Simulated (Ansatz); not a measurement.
**C2H5AlO (SMILES [CH3][Al]1[CH2][O]1) at BCCD(T)/6-31G(d) (spherical functions)**

What is the energy change on altering one bond length of C2H5AlO at BCCD(T)/6-31G* (spherical functions)? 

The results are computed with Ansatz 0.2.0.

82 further runs of the same task are left out: 82 set aside as unsound or not needed.

## (1) The system as given

C2H5AlO has 9 atoms, charge 0, and is taken as a singlet. As SMILES, `[CH3][Al]1[CH2][O]1`. The coordinates come from a PBE0-D4/def2-TZVP relaxation.

Bond lengths: C1–Al2 1.934 Å, Al2–C3 1.883 Å, Al2–O4 1.707 Å, C3–O4 1.488 Å, C1–H5 1.093 Å, C1–H6 1.091 Å, C1–H7 1.094 Å, C3–H8 1.091 Å, C3–H9 1.091 Å. Some angles: C1–Al2–C3 171.7°, C1–Al2–O4 139.6°, C3–Al2–O4 48.7°, Al2–C3–O4 59.5°, Al2–O4–C3 71.8°, Al2–C1–H5 110.3°, Al2–C1–H6 112.2°, Al2–C1–H7 110.1°, Al2–C3–H8 123.8°, Al2–C3–H9 123.8°.

## (2) The energy at BCCD(T)/6-31G(d) (spherical functions)

Input file job.yaml:

```yaml
crystal:
  periodic: [false, false, false]
  atoms:
    - {symbol: C, position_ang: [-0.670900, 1.320200, -1.081500]}
    - {symbol: Al, position_ang: [0.051300, -0.076700, 0.044200]}
    - {symbol: C, position_ang: [0.678700, -1.280200, 1.349300]}
    - {symbol: O, position_ang: [0.789300, -1.609500, -0.097900]}
    - {symbol: H, position_ang: [0.039700, 1.575000, -1.872100]}
    - {symbol: H, position_ang: [-0.900200, 2.226000, -0.517500]}
    - {symbol: H, position_ang: [-1.591200, 0.976800, -1.562100]}
    - {symbol: H, position_ang: [0.038500, -1.980500, 1.887700]}
    - {symbol: H, position_ang: [1.653200, -1.197400, 1.832800]}
basis:
  gaussian: {orbitals: 6-31G_st_-spherical.json}
correlation: {method: bccd_t, frozen_orbitals: {Al: 5, C: 1, H: 0, O: 1}}
accuracy: high
scf: {omitted_lower_state_checks: [cluster_reference, increment]}
```

The basis set 6-31G* is read from a file made from the Basis Set Exchange's data (not shown).

The run is started by

```sh
$ ansatz run job.yaml --threads 1 --pin off --max-ram 3480MiB --events-out events.jsonl --progress --plain --runs-dir runs
```

Output, cut to the lines that bear on the results:

```text
Warning: RAYON_NUM_THREADS=1 ignored (pool sized by the plan → 1); use --threads N
Functional definition: HF
  name "HF"
[...]
1640 factors; integrals over basis functions are off by at most 8.4e-9 eV
[...]
mean field -10758.65645190 eV, -395.3733321281 hartree, gradient 2.1e-8 eV, S^2 0.000000; 0 other end points of the search recorded, 0 dependent functions left out
8 core orbitals not correlated: weight in the atoms' cores, before any rotation towards them, 1.000 or more for the frozen orbitals, at most 0.000 for the correlated occupied ones
reference -10758.65645190 eV, -395.3733321281 hartree; 11, 11 occupied and 51, 51 virtual orbitals, 1640 factors
second order -13.44455197 eV of doubles, -0.00000000 eV of singles
cycle   1  -13.80547255 eV  change   -3.6e-1 eV  update   1.1e-1
[...]
cycle  23  -14.29985598 eV  change   -1.1e-9 eV  update   1.8e-9
perturbative correction -0.46776096 eV, -0.0171898982 hartree
Total energy: -10773.42406884 eV, -395.9160320407 hartree
Checks for a lower state left out: cluster_reference, increment
```

Wall time 12 s (1 thread of Arm Neoverse V2, shared host); peak memory 0.39 GiB.

## (3) The distorted shape at the same level

Input file run.yaml:

```yaml
crystal:
  periodic: [false, false, false]
  atoms:
    - {symbol: C, position_ang: [-0.556249, 0.867297, -1.363502]}
    - {symbol: Al, position_ang: [0.165951, -0.529603, -0.237802]}
    - {symbol: C, position_ang: [0.793351, -1.733103, 1.067298]}
    - {symbol: O, position_ang: [0.903951, -2.062403, -0.379902]}
    - {symbol: H, position_ang: [0.154351, 1.122097, -2.154102]}
    - {symbol: H, position_ang: [-0.900200, 2.226000, -0.517500]}
    - {symbol: H, position_ang: [-1.476549, 0.523897, -1.844102]}
    - {symbol: H, position_ang: [0.153151, -2.433403, 1.605698]}
    - {symbol: H, position_ang: [1.767851, -1.650303, 1.550798]}
basis:
  gaussian:
    orbitals: 6-31G_st_-spherical.json
scf:
  omitted_lower_state_checks: [cluster_reference, increment]
accuracy: high
correlation:
  method: bccd_t
  frozen_orbitals: {Al: 5, C: 1, H: 0, O: 1}
```

The basis set 6-31G* is read from a file made from the Basis Set Exchange's data (not shown).

The run is started by

```sh
$ ansatz run run.yaml --threads 1 --pin off --max-ram 3480MiB --events-out events.jsonl --progress --plain --runs-dir runs
```

Output, cut to the lines that bear on the results:

```text
Warning: RAYON_NUM_THREADS=1 ignored (pool sized by the plan → 1); use --threads N
Functional definition: HF
  name "HF"
[...]
1640 factors; integrals over basis functions are off by at most 8.5e-9 eV
[...]
mean field -10756.36772202 eV, -395.2892228565 hartree, gradient 2.5e-8 eV, S^2 0.000000; 0 other end points of the search recorded, 0 dependent functions left out
8 core orbitals not correlated: weight in the atoms' cores, before any rotation towards them, 1.000 or more for the frozen orbitals, at most 0.000 for the correlated occupied ones
reference -10756.36772202 eV, -395.2892228565 hartree; 11, 11 occupied and 51, 51 virtual orbitals, 1640 factors
second order -13.60169164 eV of doubles, -0.00000000 eV of singles
cycle   1  -13.99280891 eV  change   -3.9e-1 eV  update   1.2e-1
[...]
cycle  25  -14.60031250 eV  change   6.5e-10 eV  update   1.4e-9
perturbative correction -0.51807983 eV, -0.0190390827 hartree
Total energy: -10771.48611436 eV, -395.8448135272 hartree
Checks for a lower state left out: cluster_reference, increment
```

Wall time 13 s (1 thread of Arm Neoverse V2, shared host); peak memory 0.39 GiB.

## (4) Results

At BCCD(T)/6-31G* (spherical functions), 8 core orbitals frozen:

```
                                                         quantity          value
                                        first shape: total energy  -395.91603 Eh
         first shape: correlation energy (8 core orbitals frozen)     -542.7 mEh
                                      first shape: (T) correction     -17.19 mEh
                                    distorted shape: total energy  -395.84481 Eh
     distorted shape: correlation energy (8 core orbitals frozen)     -555.6 mEh
                                  distorted shape: (T) correction     -19.04 mEh
energy change with the C1–H6 bond stretched from 1.091 to 1.637 Å       1.938 eV
```

In words: With the C1–H6 bond stretched from 1.091 to 1.637 Å the energy rises by 1.94 eV (45 kcal/mol). The first shape isn't relaxed at this level, so the change isn't measured from a minimum. The triples (first shape) make up 3.2 % of the correlation energy. The triples (distorted shape) make up 3.4 % of the correlation energy.
